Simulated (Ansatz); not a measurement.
**ClHMgSe (SMILES [Cl][Mg][SeH]): functionals against CCSD(T) at one geometry**

The task here is to estimate one member of a computed series from the others.

The runs use Ansatz 0.2.0, Gaussian basis; single points in def2-TZVPP.

Correlated methods freeze the cores. Filled d shells of the heavier atoms are correlated. The outer core shell of Li, Na, Mg and K is correlated.

### The starting structure

SMILES `[Cl][Mg][SeH]`, 4 atoms, charge 0, spin multiplicity 1.

Atoms are counted from 1 here; the program's logs count them from 0.

Bond lengths: Cl1–Mg2 2.151 Å, Mg2–Se3 2.363 Å, Se3–H4 1.463 Å. Angles: Cl1–Mg2–Se3 140.6°, Mg2–Se3–H4 98.9°.

Coordinates:

```xyz
4
charge 0, multiplicity 1
Cl   -2.6368    0.9996    0.7228
Mg   -0.8329    0.2536   -0.1802
Se    1.3394   -0.4686    0.4047
H     1.8654   -0.7143   -0.9377
```

Set-up of the first run:

File run/in.yaml:

```yaml
crystal:
  periodic: [false, false, false]
  atoms:
    - {symbol: Cl, position_ang: [-2.636800, 0.999600, 0.722800]}
    - {symbol: Mg, position_ang: [-0.832900, 0.253600, -0.180200]}
    - {symbol: Se, position_ang: [1.339400, -0.468600, 0.404700]}
    - {symbol: H, position_ang: [1.865400, -0.714300, -0.937700]}
basis:
  gaussian: {orbitals: def2-TZVPP}
correlation: {method: ccsd_t}
output: {forces: true}
```

The command line of these runs was not kept.

Among the steps run: CCSD(T)/def2-TZVPP; PBE0-D4/def2-TZVPP; wB97M-V/def2-TZVPP; r2SCAN-D4/def2-TZVPP; PBE-D4/def2-TZVPP; B97M-V/def2-TZVPP; r2SCANh-D4/def2-TZVPP.

One of the session's tables, all rows but one given; the rest of the session is left out.

| method | RMS force component (eV/Å) | angle to CCSD(T) forces (°) | dipole (D) |
| --- | --- | --- | --- |
| CCSD(T) | 0.233 | reference | 3.69 |
| PBE0-D4 | 0.203 | 11.4 | 3.60 |
| wB97M-V | 0.209 | 7.1 | 3.62 |
| r2SCAN-D4 | ? | ? | ? |
| PBE-D4 | 0.275 | 34.5 | 3.36 |
| B97M-V | 0.191 | 10.3 | 3.55 |
| r2SCANh-D4 | 0.201 | 5.5 | 3.66 |

Q: Estimate the row for r2SCAN-D4 from the others.

As computed: RMS force component (eV/Å): 0.208; angle to CCSD(T) forces (°): 8.2; dipole (D): 3.61. In the column «RMS force component (eV/Å)» it lies between PBE0-D4 (0.203) and wB97M-V (0.209).
